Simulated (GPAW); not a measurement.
The system is GaSb3.

```xyz
4
Lattice="0.0000 3.7306 3.7306 3.7306 0.0000 3.7306 3.7306 3.7306 0.0000" Properties=species:S:1:pos:R:3 pbc="T T T"
Sb    3.7306    3.7306    3.7306
Sb    5.5959    5.5959    5.5959
Sb    1.8653    1.8653    1.8653
Ga    0.0000    0.0000    0.0000
```

The cell comes from a database or a generator and needn't be the stable form of this composition.

- Program: GPAW 26.7.0
- Task: single point
- Functional: PBEsol
- Potentials or basis: PAW data sets generated in the run's folder for this functional
- Cutoff: 600 eV
- Basis: pw
- k mesh: 6 × 6 × 6
- Occupations: fermi-dirac, width 0.05 eV
- Spin: no spin polarisation

On this cell: pressure -3.8 GPa; largest force zero by symmetry; band gap on the k mesh none (metal or under the smearing width).

The same run follows on a disturbed copy (atoms moved at random, drawn with an rms of 0.05 Å):

```
Sb Ga
1.0
     0.00000    3.73060    3.73060
     3.73060    0.00000    3.73060
     3.73060    3.73060    0.00000
Sb Ga
3 1
Direct
  0.50031 0.50350 0.49744
  0.75419 0.75328 0.75013
  0.24185 0.26492 0.25236
  0.00685 0.00417 0.99441
```

Question: What changes?

Answer: The energy (extrapolated to zero smearing) moves by +0.1 meV/atom; pressure -3.7 GPa; largest force 0.043 eV/Å; band gap on the k mesh none (metal or under the smearing width).

Forces on the atoms (eV/Å):
```
Sb  -0.008  0.011  0.018
Sb   0.037 -0.021 -0.007
Sb  -0.021  0.017  0.002
Ga  -0.008 -0.007 -0.012
```

Stress tensor (GPa, compression positive):
```
-3.73 -0.01 -0.27
-0.01 -3.72  0.38
-0.27  0.38 -3.74
```
